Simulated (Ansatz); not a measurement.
# BiSe2: the cost of one run

Computed with Ansatz 0.2.0 (DFT r2SCAN, scalar-relativistic, plane waves, PAW, unless a step's input says otherwise).

**1. The starting structure**

It takes space group P6_3/mmc (No. 194, hexagonal). Conventional cell: a = 3.687 Å, b = 3.687 Å, c = 14.341 Å, α = 90.00°, β = 90.00°, γ = 120.00°. Bi (site symmetry -6m2) is surrounded by 6 Se at 2.76 Å. Se (site symmetry 3m) is surrounded by 3 Bi at 2.76 Å.

Structure file:

```cif
data_structure
_symmetry_space_group_name_H-M 'P6_3/mmc'
_symmetry_Int_Tables_number 194
_cell_length_a 3.6871
_cell_length_b 3.6871
_cell_length_c 14.3412
_cell_angle_alpha 90.000
_cell_angle_beta 90.000
_cell_angle_gamma 120.000
_cell_volume 168.84
loop_
_atom_site_label
_atom_site_type_symbol
_atom_site_symmetry_multiplicity
_atom_site_Wyckoff_symbol
_atom_site_fract_x
_atom_site_fract_y
_atom_site_fract_z
_atom_site_occupancy
Bi1 Bi 2 c 0.33333 0.66667 0.25000 1
Se1 Se 4 f 0.33333 0.66667 0.62750 1
```

(A quick probe on a coarse mesh, which set the mesh and smearing, is not shown.)

**3. Coarse relaxation**

Input file input.yaml:

```yaml
crystal:
  lattice:
    - [3.6870742056, 0.0, 0.0]
    - [-1.8435371028, 3.1930999277, 0.0]
    - [0.0, 0.0, 14.3412067033]
  atoms:
    - { symbol: Bi, position: [0.3333333333, 0.6666666667, 0.25] }
    - { symbol: Bi, position: [0.6666666667, 0.3333333333, 0.75] }
    - { symbol: Se, position: [0.3333333333, 0.6666666667, 0.6275] }
    - { symbol: Se, position: [0.6666666667, 0.3333333333, 0.1275] }
    - { symbol: Se, position: [0.3333333333, 0.6666666667, 0.8725] }
    - { symbol: Se, position: [0.6666666667, 0.3333333333, 0.3725] }
basis:
  ecutwfc: 500
kpoints:
  mp_grid: { grid: [6, 6, 2] }
hamiltonian:
  xc: r2scan
scf:
  occupations: { method: gaussian, width: 0.1 }
  lower_state_search: "off"
output:
  forces: true
  stress: true
  eigenvalues: true
relax:
  adjacent_minimum: "off"
  f_tol: 0.04
  max_steps: 70
  cell: { stress_tol: 0.4 }
```

Run with:

```console
ansatz run input.yaml --threads 1 --pin off --max-ram 2560MiB --backend cpu --events-out ev --progress --plain --runs-dir out
```

**Question.** How long does this run take on 1 thread of Intel Xeon Platinum 8259CL at 2.50GHz (Skylake/Cascade Lake), shared host, and how much memory does it need?

About 4.8 min, with a peak of 0.94 GiB.
